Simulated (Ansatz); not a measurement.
**CuF₃HOP: how energies converge with the basis set**

One table from this session's results is given with a row withheld; the runs are named, their logs left out.

Program: Ansatz 0.2.0, Gaussian basis. Level of theory: one geometry, several basis sets. These are calculated values, not measurements.

Levels to be run: PBE0-D4/def2-SVP; ωB97M-V/def2-SVP; PBE0-D4/def2-QZVPP; ωB97M-V/def2-QZVPP; the functionals' def2-TZVPP values are taken from earlier runs.

## Structure used throughout

An earlier PBE0-D4 in a triple-zeta def2 set relaxation fixed the geometry.

SMILES `[OH][Cu-][P+](F)(F)F`, 7 atoms, charge 0, spin multiplicity 1.

Atoms are counted from 1 here; the program's logs count them from 0.

Bond lengths: O1–Cu2 1.772 Å, O1–H7 0.958 Å, Cu2–P3 2.093 Å, P3–F4 1.549 Å, P3–F5 1.549 Å, P3–F6 1.549 Å. Angles: Cu2–O1–H7 116.3°, O1–Cu2–P3 177.1°, Cu2–P3–F4 117.3°, Cu2–P3–F5 118.8°, Cu2–P3–F6 118.8°, F4–P3–F5 99.4°, F4–P3–F6 99.5°, F5–P3–F6 99.2°.

Set-up of the first run:

in.yaml

```yaml
crystal:
  periodic: [false, false, false]
  atoms:
    - {symbol: O, position_ang: [1.274227, -2.383387, 0.251408]}
    - {symbol: Cu, position_ang: [0.469035, -0.812453, 0.099524]}
    - {symbol: P, position_ang: [-0.395592, 1.088311, -0.036765]}
    - {symbol: F, position_ang: [-1.848302, 1.171352, -0.566827]}
    - {symbol: F, position_ang: [0.268964, 2.147690, -0.950833]}
    - {symbol: F, position_ang: [-0.545520, 1.933939, 1.252242]}
    - {symbol: H, position_ang: [0.777199, -3.145453, -0.048749]}
basis:
  gaussian: {orbitals: def2-SVP}
hamiltonian: {xc: pbe0, dispersion: d4}
output: {orbitals: {seedname: orbitals}}
```

Steps of the session up to this table: PBE0-D4 in def2-SVP; ωB97M-V in def2-SVP; PBE0-D4 in def2-QZVPP; ωB97M-V in def2-QZVPP.

One of the session's tables, all rows but one given; the rest of the session is left out.

It belongs to the step «Density functionals: the series». 

```
functional       basis  HOMO (eV)
   PBE0-D4    def2-SVP          ?
   PBE0-D4  def2-TZVPP      -7.04
   PBE0-D4  def2-QZVPP      -7.14
   ωB97M-V    def2-SVP      -8.78
   ωB97M-V  def2-TZVPP      -9.46
   ωB97M-V  def2-QZVPP      -9.56
```

Estimate the missing values for PBE0-D4, def2-SVP.

The run gave: HOMO (eV): -6.44. In the column «HOMO (eV)» it is the highest.
